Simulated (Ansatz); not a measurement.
# Ga2BH (triplet): from Hartree-Fock to the top rungs at distance Ga2–Ga3 = 2.856 Å, cc-pVDZ

One table from this session's results is given with a row withheld; the runs are named, their logs left out.

Method: cc-pVDZ, core rule «outside noble gas», up to 29 orbitals frozen; program: Ansatz 0.2.0, Gaussian basis.

To be run: UHF; CCSD(T) on ROHF; CCSD(T) on UHF; BCCD(T) on ROHF; CISD; CCSDT(Q) on ROHF; CCSDT(Q) on UHF; CASSCF and MRCISD+Q, 4 electrons in 4 orbitals; CASSCF and NEVPT2, 4 electrons in 4 orbitals; CASSCF and NEVPT2, 10 electrons in 10 orbitals.

32 further runs of the same task are left out: 2 for a mislabelled method, 24 that didn't finish, 6 set aside as unsound or not needed.

**What is computed**

The geometry derives from a PBE0/def2-TZVP stationary point (not a proven minimum). One bond is set to the value named and the two fragments are kept rigid. No spin-orbit coupling is included. The filled d shell of Ga may be among the frozen orbitals whatever the setting's name suggests; the logs give the count.

4 atoms, charge 0, spin multiplicity 3.

Atoms are counted from 1 here; the program's logs count them from 0.

Bond lengths: B1–Ga2 1.941 Å, B1–H4 1.189 Å. Angles: Ga2–B1–H4 180.0°.

Coordinates:

```xyz
4
charge 0, multiplicity 3
B     0.0000    0.0000    1.3874
Ga    0.0000    0.0000   -0.5536
Ga    0.0000    0.0000   -3.4096
H     0.0000    0.0000    2.5759
```

Set-up of the first run:

Input file in.yaml:

```yaml
crystal:
  periodic: [false, false, false]
  atoms:
    - {symbol: B, position_ang: [0.000000, 0.000000, 1.387360]}
    - {symbol: Ga, position_ang: [0.000000, 0.000000, -0.553624]}
    - {symbol: Ga, position_ang: [0.000000, 0.000000, -3.409624]}
    - {symbol: H, position_ang: [0.000000, 0.000000, 2.575888]}
basis:
  gaussian: {orbitals: cc-pVDZ}
magnetization: {spin_polarized: true, initial_magnetization: 2}
hamiltonian: {xc: hf}
output: {orbitals: {seedname: orbitals}}
```

On the command line:

```sh
$ ansatz run in.yaml --threads 1 --pin off --events-out ev --progress --plain --max-ram 2393MiB
```

Among the steps run: UHF; CCSD(T) on ROHF; CCSD(T) on UHF; BCCD(T) on ROHF; CISD; CCSDT(Q) on ROHF; CCSDT(Q) on UHF; CASSCF and MRCISD+Q, 4 electrons in 4 orbitals; CASSCF and NEVPT2, 4 electrons in 4 orbitals; CASSCF and NEVPT2, 10 electrons in 10 orbitals.

One table of the session follows, with a row left open; its other results are not shown here.

| method | from UCCSDT(Q) (meV) |
| --- | --- |
| ROHF | +5576.1 |
| UHF | +5456.1 |
| RMP2 | +1390.1 |
| UMP2 | +1384.9 |
| RCCSD | +298.5 |
| UCCSD | +291.1 |
| RCCSD(T) | +80.5 |
| UCCSD(T) | +77.6 |
| BCCD(T) | +79.8 |
| RCCSDT | +23.7 |
| UCCSDT | +19.9 |
| RCCSDT(Q) | ? |
| UCCSDT(Q) | 0 |

Estimate the missing values for RCCSDT(Q).

**Answer.** from UCCSDT(Q) (meV): +4.7. In the column «from UCCSDT(Q) (meV)» it lies between UCCSDT(Q) (0) and UCCSDT (+19.9).

Not comparable, so not listed: CISD (they don't share determinant, frozen orbitals or solution with the rows shown, or repeat one).

Caveats from the session: Left out of the table: CASSCF pair, NEVPT2 pair, MRCISD pair, MRCISD+Q pair, CASSCF frontier, NEVPT2 frontier (the active space lost an orbital or holds another state than full CI finds). Restricted and unrestricted rows rest on different reference determinants; where their highest levels disagree by more than a few hundredths of an eV, they describe different states and don't form one ladder. Warnings in the runs' records: passed over end.
